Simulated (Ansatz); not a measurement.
# SiHBrF (SMILES F[SiH]Br) at 6 levels

Wanted: a comparison of 6 runs (UHF/STO-3G, UHF/3-21G, UB2PLYP/6-31G, UPBE0/def2-SVP, UB3LYP/6-31G*, ROCCSD(T)/cc-pVDZ) of SiHBrF. 

The calculation is run with Ansatz 0.2.0.

2 further runs of the same task are left out: 1 that didn't finish, 1 set aside as unsound or not needed.

## Step 1: The structure to begin with

SiHBrF: 4 atoms, total charge 0, spin state doublet. SMILES: `F[SiH]Br`. The shape is that of a PBE0-D4/def2-TZVP optimisation.

Bond lengths: F1–Si2 1.596 Å, Si2–Br3 2.211 Å, Si2–H4 1.491 Å. Angles: F1–Si2–Br3 108.9°, F1–Si2–H4 107.1°, Br3–Si2–H4 108.5°.

## Step 2: Energy and gradient at UHF/STO-3G (run 1)

job.yaml reads:

```yaml
crystal:
  periodic: [false, false, false]
  atoms:
    - symbol: F
      position_ang: [-1.077500, -0.285400, 1.078300]
    - symbol: Si
      position_ang: [-0.289800, -0.254700, -0.309800]
    - symbol: Br
      position_ang: [1.852200, -0.643700, 0.073700]
    - symbol: H
      position_ang: [-0.429400, 1.123400, -0.862500]
basis:
  gaussian:
    orbitals: STO-3G
hamiltonian:
  xc: hf
accuracy: high
output: {forces: true, orbitals: {seedname: orbitals}}
magnetization:
  spin_polarized: true
  initial_magnetization: 1
```

Run with:

```
ansatz run job.yaml --threads 1 --pin off --max-ram 2610MiB --events-out events.jsonl --progress --plain --runs-dir runs
```

The log of the run:

```text
Warning: RAYON_NUM_THREADS=1 ignored (pool sized by the plan → 1); use --threads N
Functional definition: HF
  name "HF"
  exchange = exact_x
  correlation = 0
508 factors; integrals over basis functions are off by at most 2.8e-8 eV
mean field evaluation 1: about -79697.3133 eV, gradient 1.4e1 eV
mean field evaluation 2: about -79697.3724 eV, gradient 1.4e1 eV
mean field evaluation 4: about -79699.4880 eV, gradient 1.3e0 eV
mean field evaluation 8: about -79699.5342 eV, gradient 2.3e-4 eV
mean field -79699.53219196 eV, -2928.9037857713 hartree, gradient 8.2e-8 eV, S^2 0.753101; 0 other end points of the search recorded, 0 dependent functions left out
the calculation of the forces begins
reference -79699.53219196 eV, -2928.9037857713 hartree; 30, 29 occupied and 3, 4 virtual orbitals, 508 factors
Total energy: -79699.53219196 eV, -2928.9037857713 hartree
Atom 0 at    -1.077500    -0.285400     1.078300 Å, force    -0.332345     0.038373     0.844443 eV/Å
Atom 1 at    -0.289800    -0.254700    -0.309800 Å, force     0.079786     1.176751    -1.545517 eV/Å
Atom 2 at     1.852200    -0.643700     0.073700 Å, force     0.041782     0.063559     0.088200 eV/Å
Atom 3 at    -0.429400     1.123400    -0.862500 Å, force     0.210777    -1.278682     0.612874 eV/Å
Dipole moment:    -0.415429    -0.001072    -0.305656 e Å
```

Run time: 0.62 s. Hardware: 1 thread of Arm Neoverse V2, shared host.

## Step 3: Energy and gradient at UHF/3-21G (run 2)

job.yaml reads:

```yaml
crystal:
  periodic: [false, false, false]
  atoms:
    - {symbol: F, position_ang: [-1.077500, -0.285400, 1.078300]}
    - {symbol: Si, position_ang: [-0.289800, -0.254700, -0.309800]}
    - {symbol: Br, position_ang: [1.852200, -0.643700, 0.073700]}
    - {symbol: H, position_ang: [-0.429400, 1.123400, -0.862500]}
basis:
  gaussian:
    orbitals: 3-21G-spherical.json
magnetization:
  spin_polarized: true
  initial_magnetization: 1
hamiltonian:
  xc: hf
accuracy: high
output: {forces: true, orbitals: {seedname: orbitals}}
```

The basis set 3-21G is read from a file made from the Basis Set Exchange's data (not shown).

Run with:

```
ansatz run job.yaml --threads 1 --pin off --max-ram 2610MiB --events-out events.jsonl --progress --plain --runs-dir runs
```

The log of the run, shortened:

```text
Warning: RAYON_NUM_THREADS=1 ignored (pool sized by the plan → 1); use --threads N
[... 2 set-up lines as earlier in the session ...]
[...]
800 factors; integrals over basis functions are off by at most 4.8e-9 eV
[...]
mean field -80191.15885066 eV, -2946.9707322422 hartree, gradient 2.1e-8 eV, S^2 0.753166; 0 other end points of the search recorded, 0 dependent functions left out
[...]
reference -80191.15885066 eV, -2946.9707322422 hartree; 30, 29 occupied and 16, 17 virtual orbitals, 800 factors
Total energy: -80191.15885066 eV, -2946.9707322422 hartree
Atom 0 at    -1.077500    -0.285400     1.078300 Å, force    -0.866484    -0.150848     1.337837 eV/Å
Atom 1 at    -0.289800    -0.254700    -0.309800 Å, force    -0.861101     0.755515    -1.507458 eV/Å
Atom 2 at     1.852200    -0.643700     0.073700 Å, force     1.716964    -0.363734     0.231115 eV/Å
Atom 3 at    -0.429400     1.123400    -0.862500 Å, force     0.010622    -0.240933    -0.061494 eV/Å
Dipole moment:    -0.260304     0.035732    -0.432079 e Å
```

Run time: 0.97 s. Hardware: 1 thread of Arm Neoverse V2, shared host; peak memory 0.13 GiB.

Runs 3 to 4 aren't shown in full; the table further down has their settings and results.

## Step 4: Energy and gradient at UB3LYP/6-31G(d) (Cartesian functions) (run 5)

input.yaml reads:

```yaml
crystal:
  periodic: [false, false, false]
  atoms:
    - symbol: F
      position_ang: [-1.077500, -0.285400, 1.078300]
    - symbol: Si
      position_ang: [-0.289800, -0.254700, -0.309800]
    - symbol: Br
      position_ang: [1.852200, -0.643700, 0.073700]
    - symbol: H
      position_ang: [-0.429400, 1.123400, -0.862500]
basis:
  gaussian:
    orbitals: "6-31G*"
magnetization:
  spin_polarized: true
  initial_magnetization: 1
hamiltonian:
  xc: {name: B3LYP}
accuracy: high
output: {forces: true, orbitals: {seedname: orbitals}}
```

Run with:

```
ansatz run input.yaml --threads 1 --pin off --max-ram 2610MiB --events-out events.jsonl --progress --plain --runs-dir runs
```

The log of the run, shortened:

```text
Warning: RAYON_NUM_THREADS=1 ignored (pool sized by the plan → 1); use --threads N
Functional definition: B3LYP
  name "B3LYP"
[...]
1277 factors; integrals over basis functions are off by at most 4.4e-9 eV
[...]
mean field -80650.89651634 eV, -2963.8657798343 hartree, gradient 6.8e-9 eV, S^2 0.751593; 0 other end points of the search recorded, 0 dependent functions left out
[...]
reference -80650.89654859 eV, -2963.8657810196 hartree; 30, 29 occupied and 41, 42 virtual orbitals, 1277 factors
Total energy: -80650.89654859 eV, -2963.8657810196 hartree
Atom 0 at    -1.077500    -0.285400     1.078300 Å, force    -0.349797    -0.037032     0.515883 eV/Å
Atom 1 at    -0.289800    -0.254700    -0.309800 Å, force    -0.189106     0.015756    -0.483634 eV/Å
Atom 2 at     1.852200    -0.643700     0.073700 Å, force     0.500649    -0.069029     0.038202 eV/Å
Atom 3 at    -0.429400     1.123400    -0.862500 Å, force     0.038253     0.090304    -0.070451 eV/Å
Dipole moment:    -0.133141     0.070523    -0.244496 e Å
```

Wall time 9.6 s (1 thread of Arm Neoverse V2, shared host); peak memory 0.29 GiB.

## Step 5: Energy and gradient at ROCCSD(T)/cc-pVDZ (run 6)

job.yaml reads:

```yaml
crystal:
  periodic: [false, false, false]
  atoms:
    - {symbol: F, position_ang: [-1.077500, -0.285400, 1.078300]}
    - {symbol: Si, position_ang: [-0.289800, -0.254700, -0.309800]}
    - {symbol: Br, position_ang: [1.852200, -0.643700, 0.073700]}
    - {symbol: H, position_ang: [-0.429400, 1.123400, -0.862500]}
basis:
  gaussian: {orbitals: cc-pVDZ}
hamiltonian: {pseudopotentials: {relativity: none}}
output: {forces: true}
correlation: {method: ccsd_t, electrons: outside_noble_gas}
magnetization: {spin_polarized: false, initial_magnetization: 1}
```

Run with:

```
ansatz run job.yaml --threads 1 --pin off --max-ram 2610MiB --events-out events.jsonl --progress --plain --runs-dir runs
```

The log of the run:

```text
Warning: RAYON_NUM_THREADS=1 ignored (pool sized by the plan → 1); use --threads N
[... 11 lines left out ...]
20 core orbitals not correlated: weight in the atoms' cores, before any rotation towards them, 1.000 or more for the frozen orbitals, at most 0.000 for the correlated occupied ones
[... 16 lines left out ...]
Total energy: -80594.90925614 eV, -2961.8082859714 hartree
[... 4 lines left out ...]
Dipole moment:    -0.077661     0.035601    -0.254123 e Å
```

Wall time 11 s (1 thread of Arm Neoverse V2, shared host); peak memory 0.22 GiB.

## Step 6: All runs side by side

| run | level | frozen core orbitals | Cartesian functions | energy (Eh) | dipole moment (D) | HOMO energy (eV) | LUMO energy (eV) | wall time |
| --- | --- | --- | --- | --- | --- | --- | --- | --- |
| 1 | UHF/STO-3G | – | no | -2928.903786 | 2.48 | -6.81 | 4.64 | 0.62 s |
| 2 | UHF/3-21G | – | no | -2946.970732 | 2.43 | -9.77 | 0.18 | 0.97 s |
| 3 | UB2PLYP/6-31G | 15 | no | -2963.015337 | 2.13 | -8.11 | -2.43 | 16 s |
| 4 | UPBE0/def2-SVP | – | no | -2963.141275 | 1.29 | -6.75 | -3.03 | 9.6 s |
| 5 | UB3LYP/6-31G* (Cartesian functions) | – | yes | -2963.865781 | 1.38 | -6.46 | -3.43 | 9.6 s |
| 6 | ROCCSD(T)/cc-pVDZ | 20 | no | -2961.808286 | 1.29 | – | – | 11 s |

## Step 7: Results

| quantity | value |
| --- | --- |
| run 6: total energy | -2961.80829 Eh |
| run 6: dipole moment (correlated density) | 1.29 D |
| run 6: correlation energy (20 core orbitals frozen) | -409.1 mEh |
| run 6: (T) correction | -7.82 mEh |
| run 6: ⟨S²⟩ of the reference determinant | 0.750 |
| run 6: T1 diagnostic | 0.017 |
| run 6: largest force on an atom | 2.095 eV/Å |

**Reading.** The dipole moment (its size) runs from 1.29 D (ROCCSD(T)/cc-pVDZ) to 2.48 D (UHF/STO-3G). The two ends differ in method and basis. Totals of different functionals can't be ranked against each other. In run 1 the basis is minimal, so the values are rough. All runs together took 48 s, the longest 16 s.
